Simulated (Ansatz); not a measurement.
**TaO4 radical: geometry and frequencies**

The task, for TaO4 radical: geometry and frequencies. Spin multiplicity 2.

Method: the levels named in each step, in Ansatz 0.2.0.

### Step 1. The structure to begin with

Bond lengths: O1–Ta2 1.745 Å, Ta2–O3 1.747 Å, Ta2–O4 1.956 Å, Ta2–O5 1.932 Å, O4–O5 1.321 Å. Angles: O1–Ta2–O3 115.5°, O1–Ta2–O4 111.3°, O1–Ta2–O5 122.0°, O3–Ta2–O4 110.5°, O3–Ta2–O5 121.7°, O4–Ta2–O5 39.7°, Ta2–O4–O5 69.2°, Ta2–O5–O4 71.1°.

Structure file:

```xyz
5

O    -0.9856    1.4836    0.2470
Ta   -0.1223    0.0023   -0.0757
O    -1.0071   -1.4695    0.2446
O     1.6068   -0.0270    0.8378
O     1.7688   -0.0158   -0.4729
```

### Step 2. A rough first relaxation, PBE-D4/def2-SVP

File input.yaml:

```yaml
crystal:
  periodic: [false, false, false]
  atoms:
    - { symbol: O, position_ang: [-0.98561, 1.48357, 0.24705] }
    - { symbol: Ta, position_ang: [-0.12228, 0.0023, -0.07573] }
    - { symbol: O, position_ang: [-1.00706, -1.46951, 0.24459] }
    - { symbol: O, position_ang: [1.60679, -0.027, 0.83778] }
    - { symbol: O, position_ang: [1.76879, -0.0158, -0.47289] }
magnetization:
  spin_polarized: true
  initial_magnetization: 1
basis:
  gaussian: { orbitals: def2-SVP }
hamiltonian:
  xc: pbe
  dispersion: d4
relax:
  f_tol: 0.03
  max_steps: 200
```

On the command line:

```bash
ansatz run input.yaml --threads 4 --pin off --max-ram 10240MiB --backend cpu --events-out ev --progress --plain --runs-dir out
```

Further steps of the session: Relaxation, PBE0-D4/def2-TZVPP; Frequencies, PBE0-D4/def2-TZVPP.

**Question.** What will these runs give? Wanted: O1–Ta2 at PBE0-D4/def2-TZVPP; Ta2–O3 at PBE0-D4/def2-TZVPP; Ta2–O4 at PBE0-D4/def2-TZVPP; frequencies at PBE0-D4/def2-TZVPP.

As calculated:

| quantity | value |
| --- | --- |
| O1–Ta2 at PBE0-D4/def2-TZVPP | 1.733 Å |
| Ta2–O3 at PBE0-D4/def2-TZVPP | 1.733 Å |
| Ta2–O4 at PBE0-D4/def2-TZVPP | 2.063 Å |
| frequencies at PBE0-D4/def2-TZVPP | 92 to 1247 cm⁻¹ |

No mode is imaginary, so the geometry is a minimum. Heavy atoms carry effective core potentials in def2 sets, and spin-orbit coupling is left out.
